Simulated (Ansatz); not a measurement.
# Ir, space group P6_3/mmc: relaxations under a series of pressures

Program: Ansatz's Python interface.

At the Python prompt:
```pycon
>>> import ansatz
>>> from ase import Atoms
>>> import numpy as np
>>> def edges_and_angles(cell):
...     cell = np.asarray(cell)
...     a, b, c = np.linalg.norm(cell, axis=1)
...     cosines = cell[1] @ cell[2] / (b * c), cell[0] @ cell[2] / (a * c), cell[0] @ cell[1] / (a * b)
...     return (a, b, c, *np.degrees(np.arccos(cosines)))
...
>>> atoms = Atoms(
...     ['Ir', 'Ir'],
...     scaled_positions=[
...         (2 / 3, 1 / 3, 0.75),
...         (1 / 3, 2 / 3, 0.25),
...     ],
...     cell=[
...         (2.75137789, 0.0, 0.0),
...         (-1.37568895, 2.38276315, 0.0),
...         (0.0, 0.0, 4.46229),
...     ],
...     pbc=True,
... )
>>> structure = ansatz.Crystal.from_ase(atoms)
>>> model = (
...     structure.calculation()
...     .occupations(ansatz.OccupationsMethod.METHFESSEL_PAXTON)
...     .kpoints(14, 14, 8)
...     .functional(ansatz.Functional.R2SCAN)
...     .basis(45 * ansatz.Ry)
... )
>>> rows = []
>>> for pressure in [0, 2, 4, 6, 8]:
...     outcome = model.relax(cell=True, pressure=pressure, force_tolerance=0.01).run(threads=1)
...     cell = outcome.lattice.cell_ang
...     n_atoms = len(outcome.lattice.sites)
...     volume = abs(np.linalg.det(cell)) / n_atoms
...     enthalpy = outcome.report['free_energy_ev'] / n_atoms + pressure * volume / 160.21766
...     rows.append((pressure, volume, enthalpy, *edges_and_angles(cell)))
...     print(f'{pressure} GPa done: {volume:.4f} A^3/atom')
...
0 GPa done: 14.2652 A^3/atom
2 GPa done: 14.1900 A^3/atom
4 GPa done: 14.1181 A^3/atom
6 GPa done: 14.0475 A^3/atom
8 GPa done: 13.9790 A^3/atom
>>> print(' P (GPa)  V (A^3/atom)  H (eV/atom)     a       b       c')
 P (GPa)  V (A^3/atom)  H (eV/atom)     a       b       c
>>> for row in rows:
...     print('{:8.1f} {:12.4f} {:14.5f} {:7.4f} {:7.4f} {:7.4f}'.format(*row[:6]))
...
     0.0      14.2652   -11948.63290  2.7288  2.7288  4.4243
     2.0      14.1900   -11948.45529  2.7238  2.7238  4.4169
     4.0      14.1181   -11948.27861  2.7191  2.7191  4.4098
     6.0      14.0475   -11948.10281  2.7145  2.7145  4.4028
     8.0      13.9790   -11947.92789  2.7100  2.7100  4.3959
>>> p, v = np.array([row[0] for row in rows], float), np.array([row[1] for row in rows])
>>> print('mean bulk modulus between rows (GPa):', np.round(-np.diff(p) / np.diff(np.log(v)), 1))
mean bulk modulus between rows (GPa): [378.  393.8 399.2 409. ]
```

The volume falls from 14.27 Å³ an atom at 0 GPa to 13.98 at 8 GPa, by 2.0 %. Between 0 and 2 GPa, -V dP/dV is about 378 GPa, a mean over that step.

What to keep in mind:
- Total energies depend on the potentials; only differences at equal settings carry meaning.
- At a fixed pressure a relaxation lowers the enthalpy F + PV, while F alone can rise.
- Spin-orbit coupling, which matters for elements this heavy, is left out.
- This isn't the structure that Ir takes at ambient conditions.
- Symmetry holds the cell in this phase, whether or not it is the stable one at each pressure.
- Hardware and time: 3.6 min on 1 thread of Arm Neoverse V2, on a shared host, peak memory 0.59 GiB.
